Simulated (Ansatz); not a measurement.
Task: energies of removing a hydrogen of CH₃O (charge -1), SMILES C[O-], with the Ansatz DFT code, driven from Python. Give the script and its output. Level of theory (for the species named): CCSD(T), aug-cc-pVDZ basis, multiplicity 1.

```xyz
5

C     0.0332   -0.0266   -0.0081
O     1.0218   -0.8243   -0.2507
H    -1.0228   -0.4911   -0.1018
H    -0.0415    0.9046   -0.6912
H     0.0094    0.4375    1.0518
```

The script, `run_bde.py`:
```python
"""Cost of removing each kind of hydrogen from CH3O(-), fragments frozen."""

import logging
import sys

import ansatz as az

logging.basicConfig(stream=sys.stdout, format="%(levelname)s %(message)s")
logger = logging.getLogger("run")
logger.setLevel(logging.INFO)


def energy(molecule, charge=0, unpaired=0):
    calc = molecule.calculation().basis(gaussian="aug-cc-pVDZ").correlation("CCSD(T)")
    if charge:
        calc = calc.charge(charge)
    if unpaired:
        calc = calc.spin("collinear", total=unpaired)
    report = calc.run(threads=1).report
    if report["published_state_doubts"]:
        print("  doubts:", report["published_state_doubts"])
    return report["free_energy_ev"]

GEOMETRY = """
C     0.03316   -0.02660   -0.00810
O     1.02177   -0.82433   -0.25066
H    -1.02276   -0.49108   -0.10185
H    -0.04155    0.90457   -0.69124
H     0.00937    0.43745    1.05184
"""

def without(molecule, index):
    rest = az.Crystal.molecule()
    for i, site in enumerate(molecule.cartesian_sites):
        if i != index:
            rest = rest.atom(site.symbol, site.position_ang)
    return rest

ch3o = az.Crystal.molecule()
for line in GEOMETRY.strip().splitlines():
    symbol, *xyz = line.split()
    ch3o = ch3o.atom(symbol, [float(v) for v in xyz])

whole = energy(ch3o, -1)
hydrogen = energy(az.Crystal.molecule().atom("H", (0, 0, 0)), 0, 1)
logger.info(f"E(molecule) = {whole:.5f} eV, E(H) = {hydrogen:.5f} eV")
for index in [4]:
    radical = energy(without(ch3o, index), -1, 1)
    logger.info(f"H{index}: homolysis {23.060548 * (radical + hydrogen - whole):.1f} kcal/mol")
```

`python run_bde.py` gives:
```text
INFO E(molecule) = -3124.75203 eV, E(H) = -13.58758 eV
INFO H4: homolysis 81.0 kcal/mol
```

Notes:
- Total energies depend on the basis set; only differences at equal settings carry meaning.
- The geometry is a force-field or estimated start, not a minimum of this method, and the basis set is short of its limit. All parts are taken at fixed geometry, without zero-point energy.
- Finished in 18 s on 1 thread of Arm Neoverse V1, with other jobs on the host, peak memory 0.33 GiB.
